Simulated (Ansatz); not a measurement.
## CrTe₂, space group P-3m1: a comparison of magnetic orders, step by step

Program: Ansatz 0.2.0, Python API.

Interactive session:
```pycon
>>> import ansatz as az
>>> import numpy as np
>>> def count_gap(report):
...     # lowest empty less highest filled band, counting bands; zero where they overlap
...     return max(report.get("gap_by_band_count_ev") or 0.0, 0.0)
...
>>> CELL = [
...     [3.86326, 0.0, 0.0],
...     [-3.86326, 6.691362, 0.0],
...     [0.0, 0.0, 6.199553],
... ]
>>> ATOMS = [
...     ("Cr", [0.0, 0.0, 0.5]),
...     ("Te", [1 / 3, 1 / 3, 0.252125]),
...     ("Te", [2 / 3, 1 / 6, 0.747875]),
...     ("Cr", [0.0, 0.5, 0.5]),
...     ("Te", [1 / 3, 5 / 6, 0.252125]),
...     ("Te", [2 / 3, 2 / 3, 0.747875]),
... ]
>>> def ordered(moments):
...     crystal = az.Crystal(lattice=az.Lattice.of(CELL))
...     for (symbol, position), moment in zip(ATOMS, moments):
...         crystal = crystal.atom(symbol, position, moment=moment or None)
...     return crystal
...
>>> # starting moments in muB, one an atom
>>> orders = {
...     "FM": [3, 0, 0, 3, 0, 0],
...     "AFM": [3, 0, 0, -3, 0, 0],
... }
>>> rows = []
>>> for label, moments in orders.items():
...     base = (
...         ordered(moments).calculation()
...         .functional("pbesol", dispersion="d4")
...         .basis(31 * az.Ry)
...         .accuracy("medium")  # preset for grids and thresholds
...         .kpoints(9, 9, 5)  # sampling of the Brillouin zone
...         .occupations("methfessel_paxton", width=0.05)  # fractional filling near the Fermi level
...         .scf(extra_bands=4)
...         .spin("collinear")  # two spin channels
...         .band_table()
...     )
...     rep = base.run(threads=1).report
...     rows.append((label, rep["free_energy_ev"], rep["magnetization_mub"], rep["absolute_magnetization_mub"], max(abs(m) for m in rep["site_moments_mub"]), count_gap(rep)))
...     print(label, "site moments:", [round(m, 2) for m in rep["site_moments_mub"]])
...
DeckWarning: the band count 50 (scf.n_extra_bands) hosts the net moment |M| = 6.0000 μB (N_el = 92) but caps the reachable moment at 2·n_bands − N_el = 8.0000 μB, below the 59 bands that the [...]
FM site moments: [2.72, -0.15, -0.15, 2.72, -0.15, -0.15]
AFM site moments: [2.63, 0.03, -0.03, -2.63, -0.03, 0.03]
>>> # the same cell with no spin polarisation
>>> plain = (
...     ordered([0] * len(ATOMS)).calculation()
...     .functional("pbesol", dispersion="d4")
...     .basis(31 * az.Ry)
...     .accuracy("medium")
...     .kpoints(9, 9, 5)  # the mesh must be finer for metals
...     .occupations("methfessel_paxton", width=0.05)
...     .scf(extra_bands=4)
...     .band_table()
... )
>>> rep = plain.run(threads=1).report
>>> rows.append(("NM", rep["free_energy_ev"], 0.0, 0.0, 0.0, count_gap(rep)))
>>> lowest = min(row[1] for row in rows)
>>> rows = [(row[0], 1000 * (row[1] - lowest) / 2, *row[2:]) for row in sorted(rows, key=lambda row: row[1])]
>>> print("         order  meV/magnetic atom         net muB    absolute muB  largest site muB  gap by band count eV")
         order  meV/magnetic atom         net muB    absolute muB  largest site muB  gap by band count eV
>>> for row in rows:
...     print(f"{str(row[0]):>14s}  {row[1]:17.2f}  {row[2]:14.3f}  {row[3]:14.3f}  {row[4]:16.3f}  {row[5]:20.3f}")
...
            FM               0.00           4.947           6.894             2.717                 0.000
           AFM              82.55           0.000           6.243             2.634                 0.000
            NM             883.40           0.000           0.000             0.000                 0.000
>>> print("lowest of these starts:", rows[0][0])
lowest of these starts: FM
```

In order of energy: ferromagnetic (+0.0 meV an atom, largest site moment 2.72 μB), antiferro- or ferrimagnetic (+27.5 meV an atom, largest site moment 2.63 μB) and non-magnetic (+294.5 meV an atom, largest site moment 0.00 μB). These are the states reached from the starts typed.

Caveats:
- These settings explore the input space; cutoff and mesh may be short of convergence.
- The magnetic order follows from the starting moments and needn't be the lowest.
- Dispersion corrections can be off by several per cent in the lattices of metals, and by several GPa in the pressure at a fixed cell.
- A gap by band count of zero or less means overlapping bands, a metal.
- Without a Hubbard U or exact exchange, semilocal functionals often make such 3d compounds metallic or too weakly gapped.
- This cell is a computed structure, which may not be the phase found in nature.
- Gaps and levels are Kohn-Sham values on a finite set of k-points, without spin-orbit coupling.
- Warnings are shown shortened and without file and line.
- Each row is the state reached from that start at the given structure, not necessarily the lowest of its order; other orders weren't tried.
- Timing: 4.7 min on 1 thread of Intel(R) Xeon(R) Platinum 8375C CPU @ 2.90GHz (Ice Lake), on a shared host, peak memory 1.4 GiB.
